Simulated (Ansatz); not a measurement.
# CH5ClO2Si2, SMILES O=C[SiH2][SiH](O)Cl: a single point in a Gaussian basis

With Ansatz's Python interface.

Run as a notebook:

In [1]:
```python
import json

import ansatz as az
from ase import Atoms
```

In [2]:
```python
atoms = Atoms(["O", "C", "Si", "Si", "O", "Cl", "H", "H", "H", "H", "H"], positions=[
    (1.7449, -1.7623, 1.4514),
    (0.5163, -1.3924, 1.4987),
    (0.0225, 0.3769, 1.1144),
    (0.0992, 0.5504, -1.1631),
    (-1.1484, -0.4161, -1.8722),
    (-0.4832, 2.4431, -1.7744),
    (-0.2673, -2.0797, 1.7671),
    (-1.2547, 0.703, 1.6857),
    (1.0066, 1.3757, 1.7762),
    (1.3254, 0.2256, -1.7788),
    (-1.496, -0.0813, -2.6845),
])
mol = az.Crystal.molecule_from_ase(atoms)
```

In [3]:
```python
base = mol.calculation()
base = base.basis(gaussian="def2-SVP")
base = base.functional(az.LibraryFunctional("SVWN5"))
outcome = base.run(threads=1, backend="cpu")
data = outcome.report
```

In [4]:
```python
data["n_occupied"], data["n_virtual"]
```
Out [4]:
```text
([36, 36], [85, 85])
```

In [5]:
```python
data["mean_field"]["state"]["spin_squared"]
```
Out [5]:
```text
-1.4210854715202004e-14
```

In [6]:
```python
print(f"E = {data['free_energy_ev']:.6f} eV = {data['free_energy_ev'] / 27.211386246:.7f} Ha")
print("converged:", data["converged"], " doubts:", data["published_state_doubts"] or "none")
```
```text
E = -33335.879343 eV = -1225.0709700 Ha
converged: True  doubts: none
```

In [7]:
```python
field = data["mean_field"]
print("<S^2> =", round(abs(field["state"]["spin_squared"]), 4), " relativity:", field["relativity"])
print("passes:", field["passes"])
if "symmetry" in field:
    print("occupied orbitals by irrep:", field["symmetry"]["occupied"])
with open("ch5clo2si2.json", "w") as handle:
    json.dump({k: data[k] for k in ("free_energy_ev", "reference_energy_ev", "n_occupied", "n_virtual")}, handle, indent=1)
```
```text
<S^2> = 0.0  relativity: none
passes: {'evaluations': 17, 'products': 11}
occupied orbitals by irrep: [{'A': 36}, {'A': 36}]
```

File `ch5clo2si2.json` afterwards:
```json
{
 "free_energy_ev": -33335.87934306303,
 "reference_energy_ev": -33335.87934306303,
 "n_occupied": [
  36,
  36
 ],
 "n_virtual": [
  85,
  85
 ]
}
```

What to keep in mind:
- These settings explore the input space; basis and method may be short of convergence.
- The geometry is a force-field or estimated start, not a minimum of this method, and the basis set is short of its limit.
- Hardware and time: 2.6 s on 1 thread of Arm Neoverse V1, on a shared host, peak memory 0.23 GiB.

(Lines on the test bed's own set-up are left out of the output.)
